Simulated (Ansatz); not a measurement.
# WN (octet): the correlation ladder, def2-QZVPP

The task here is to estimate one member of a computed series from the others.

Computed with Ansatz 0.2.0, Gaussian basis. Level: def2-QZVPP, core rule «outside noble gas», up to 5 orbitals frozen.

The runs, in order: UHF; ROHF; CCSD(T) on UHF.

## What is computed

The geometry is a PBE0/def2-TZVP stationary point (not a proven minimum) of the parent state, kept for this charge and spin. No spin-orbit coupling is included. Elements past krypton take def2 core potentials.

2 atoms, charge 0, spin multiplicity 8.

Atoms are counted from 1 here; the program's logs count them from 0.

Bond lengths: W1–N2 1.844 Å.

As a file:

```xyz
2
NW
W     0.00000    0.00000    0.00000
N     0.00000    0.00000    1.84360
```

The first run:

in.yaml

```yaml
crystal:
  periodic: [false, false, false]
  atoms:
    - {symbol: W, position_ang: [0.000000, 0.000000, 0.000000]}
    - {symbol: N, position_ang: [0.000000, 0.000000, 1.843600]}
basis:
  gaussian: {orbitals: "def2-QZVPP.json"}
magnetization: {spin_polarized: true, initial_magnetization: 7}
hamiltonian: {xc: hf}
output: {orbitals: {seedname: orbitals}}
```

On the command line:

```sh
$ ansatz run in.yaml --threads 1 --pin off --events-out ev --progress --plain --max-ram 3968MiB --backend cpu
```

Among the steps run: UHF; ROHF; CCSD(T) on UHF.

One table of the session follows, with a row left open; its other results are not shown here.

It belongs to the step «Misses and costs». 

```
  method  from UCCSD(T) (meV)
    ROHF              +7515.4
     UHF              +7236.6
    UMP2                    ?
   UCCSD               +288.0
UCCSD(T)                    0
```

Estimate the missing values for UMP2.

**Answer.** from UCCSD(T) (meV): +836.7. In the column «from UCCSD(T) (meV)» it lies between UCCSD (+288.0) and UHF (+7236.6).
